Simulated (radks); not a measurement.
# Taking charge from the 3s level of Pt³⁺ in fractions

What happens to E and to the 3s eigenvalue of Pt³⁺ when a fraction of an electron is removed? The exact functional would give straight lines between whole numbers for a frontier level.

Program: radks (a radial shooting solver on a logarithmic mesh, Libxc functionals) version 1. Level of theory: Dirac Kohn-Sham, PBE, spin-unpolarised, spherical densities, finite nucleus; open shells fill j = l - 1/2 first. These are calculated values, not measurements, unless marked.

## (1) The system

| Item | Value |
| --- | --- |
| element | platinum (Z = 78) |
| charge | +3 |
| electrons | 75 |
| configuration | [Xe] 4f14 5d7 |
| nuclear rms radius | 5.427 fm |

## (2) Start: [Xe] 4f14 5d7

Settings of this run:

```text
Z 78
configuration [Xe] 4f14 5d7
relativity Dirac
functional pbe,pbe
spin unpolarised
j_filling energy
nucleus finite rms 5.427 fm
c 137.035999084
```

## (3) 0.125 electron removed from 3s

Settings, as their differences from step 2:

```diff
@@ -1,3 +1,3 @@
 Z 78
-configuration [Xe] 4f14 5d7
+configuration [Ne] 3s1.875 3p6 3d10 4s2 4p6 4d10 4f14 5s2 5p6 5d7
 relativity Dirac
```

## (4) 0.25 electron removed from 3s

Settings of this run:

```text
Z 78
configuration [Ne] 3s1.75 3p6 3d10 4s2 4p6 4d10 4f14 5s2 5p6 5d7
relativity Dirac
functional pbe,pbe
spin unpolarised
j_filling energy
nucleus finite rms 5.427 fm
c 137.035999084
```

## (5) 0.375 electron removed from 3s

Settings of this run:

```text
Z 78
configuration [Ne] 3s1.625 3p6 3d10 4s2 4p6 4d10 4f14 5s2 5p6 5d7
relativity Dirac
functional pbe,pbe
spin unpolarised
j_filling energy
nucleus finite rms 5.427 fm
c 137.035999084
```

## (6) 0.5 electron removed from 3s

Settings of this run:

```text
Z 78
configuration [Ne] 3s1.5 3p6 3d10 4s2 4p6 4d10 4f14 5s2 5p6 5d7
relativity Dirac
functional pbe,pbe
spin unpolarised
j_filling energy
nucleus finite rms 5.427 fm
c 137.035999084
```

## (7) 0.625 electron removed from 3s

Settings of this run:

```text
Z 78
configuration [Ne] 3s1.375 3p6 3d10 4s2 4p6 4d10 4f14 5s2 5p6 5d7
relativity Dirac
functional pbe,pbe
spin unpolarised
j_filling energy
nucleus finite rms 5.427 fm
c 137.035999084
```

## (8) 0.75 electron removed from 3s

Settings of this run:

```text
Z 78
configuration [Ne] 3s1.25 3p6 3d10 4s2 4p6 4d10 4f14 5s2 5p6 5d7
relativity Dirac
functional pbe,pbe
spin unpolarised
j_filling energy
nucleus finite rms 5.427 fm
c 137.035999084
```

## (9) 0.875 electron removed from 3s

Settings of this run:

```text
Z 78
configuration [Ne] 3s1.125 3p6 3d10 4s2 4p6 4d10 4f14 5s2 5p6 5d7
relativity Dirac
functional pbe,pbe
spin unpolarised
j_filling energy
nucleus finite rms 5.427 fm
c 137.035999084
```

## (10) 1 electron removed from 3s

Settings of this run:

```text
Z 78
configuration [Ne] 3s1 3p6 3d10 4s2 4p6 4d10 4f14 5s2 5p6 5d7
relativity Dirac
functional pbe,pbe
spin unpolarised
j_filling energy
nucleus finite rms 5.427 fm
c 137.035999084
```

Before running it: what results should come out? Wanted: for each run, removed; E − E(0); eigenvalue; E minus straight line.

As calculated:

| removed (e) | E − E(0) (eV) | eigenvalue (eV) | E minus straight line (eV) |
| --- | --- | --- | --- |
| 0 | 0.000 | -3262.5 | 0.000 |
| 0.125 | 408.32 | -3270.6 | -3.607 |
| 0.25 | 817.66 | -3278.8 | -6.193 |
| 0.375 | 1228.0 | -3287.0 | -7.753 |
| 0.5 | 1639.4 | -3295.3 | -8.283 |
| 0.625 | 2051.9 | -3303.6 | -7.777 |
| 0.75 | 2465.3 | -3311.9 | -6.231 |
| 0.875 | 2879.8 | -3320.3 | -3.640 |
| 1 | 3295.4 | -3328.7 | 0.000 |

**Reading.** Removing the whole electron costs 3295.4 eV, against 3262.5 eV from minus the starting eigenvalue. Slater's transition state, half an electron removed, gives 3295.3 eV. The trapezoid integral of minus the eigenvalue gives 3295.4 eV over the range, against 3295.4 eV from the energies (Janak's theorem). The eigenvalue moves by 66.3 eV per electron. E bends below the straight line by 8.28 eV at 0.5 electron removed.
